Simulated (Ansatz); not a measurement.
# SiGeH₄ (singlet): the correlation ladder at a displaced geometry (v2), cc-pVDZ

Aim: climb from Hartree-Fock through coupled cluster and multireference methods for SiGeH₄ (singlet) at one geometry and basis, and see what each rung misses.

The runs use Ansatz 0.2.0, Gaussian basis; cc-pVDZ, core rule «outside noble gas», up to 19 orbitals frozen.

Plan: UHF; CCSD(T) on RHF; CCSD(T) on UHF; BCCD(T) on RHF; CISD; CCSDT(Q) on RHF; CCSDT(Q) on UHF; CASSCF and MRCISD+Q, 8 electrons in 8 orbitals; CASSCF and NEVPT2, 8 electrons in 8 orbitals.

10 further runs of the same task are left out: 3 that didn't finish, 7 set aside as unsound or not needed.

### Step 1. The system

The geometry is a PBE0/def2-TZVP stationary point (not a proven minimum) with its atoms shifted at random (size 0.100 Å). No spin-orbit coupling is included. The filled d shell of Ge may be among the frozen orbitals whatever the setting's name suggests; the logs give the count.

6 atoms, charge 0, spin multiplicity 1.

Atoms are counted from 1 here; the program's logs count them from 0.

Bond lengths: Si1–Ge2 2.424 Å, Si1–H3 1.505 Å, Ge2–H4 1.620 Å, Ge2–H5 1.577 Å, Ge2–H6 1.382 Å. Angles: Ge2–Si1–H3 88.5°, Si1–Ge2–H4 112.0°, Si1–Ge2–H5 109.1°, Si1–Ge2–H6 119.8°, H4–Ge2–H5 97.9°, H4–Ge2–H6 110.5°, H5–Ge2–H6 105.0°.

### Step 2. UHF

Input file in.yaml:

```yaml
crystal:
  periodic: [false, false, false]
  atoms:
    - {symbol: Si, position_ang: [0.115368, -0.096190, 1.762187]}
    - {symbol: Ge, position_ang: [-0.048988, 0.018480, -0.653459]}
    - {symbol: H, position_ang: [0.029801, 1.405478, 1.800618]}
    - {symbol: H, position_ang: [0.079390, -1.443486, -1.339239]}
    - {symbol: H, position_ang: [1.277671, 0.646267, -1.230827]}
    - {symbol: H, position_ang: [-1.071067, 0.740181, -1.239261]}
basis:
  gaussian: {orbitals: cc-pVDZ}
magnetization: {spin_polarized: true, initial_magnetization: 0}
hamiltonian: {xc: hf}
output: {orbitals: {seedname: orbitals}}
```

Command:

```console
$ ansatz run in.yaml --threads 1 --pin off --events-out ev --progress --plain --max-ram 2393MiB
```

The runs that follow: CCSD(T) on RHF; CCSD(T) on UHF; BCCD(T) on RHF; CISD; CCSDT(Q) on RHF; CCSDT(Q) on UHF; CASSCF and MRCISD+Q, 8 electrons in 8 orbitals; CASSCF and NEVPT2, 8 electrons in 8 orbitals.

**Question.** What will the summary of the whole plan be? Wanted: RCCSDT(Q) below the RHF energy; RMP2 from RCCSDT(Q); UMP2 from RCCSDT(Q); RCCSD from RCCSDT(Q); RCCSD(T) from RCCSDT(Q); UCCSD(T) from RCCSDT(Q); UCCSDT(Q) from RCCSDT(Q); T1 diagnostic.

The runs gave:

| quantity | value |
| --- | --- |
| RCCSDT(Q) below the RHF energy | -6.4717 eV |
| RMP2 from RCCSDT(Q) | +144.2 kJ/mol |
| UMP2 from RCCSDT(Q) | +157.9 kJ/mol |
| RCCSD from RCCSDT(Q) | +19.4 kJ/mol |
| RCCSD(T) from RCCSDT(Q) | +3.9 kJ/mol |
| UCCSD(T) from RCCSDT(Q) | +4.8 kJ/mol |
| UCCSDT(Q) from RCCSDT(Q) | 0.0 kJ/mol |
| levels within 1 kcal/mol (43 meV) | RCCSD(T), BCCD(T), RCCSDT, UCCSDT, UCCSDT(Q) |
| T1 diagnostic | 0.015 |

**Reading.** RCCSD(T) misses by +3.9 kJ/mol, 0.6 % of the correlation energy. These misses are within one basis, not against nature.
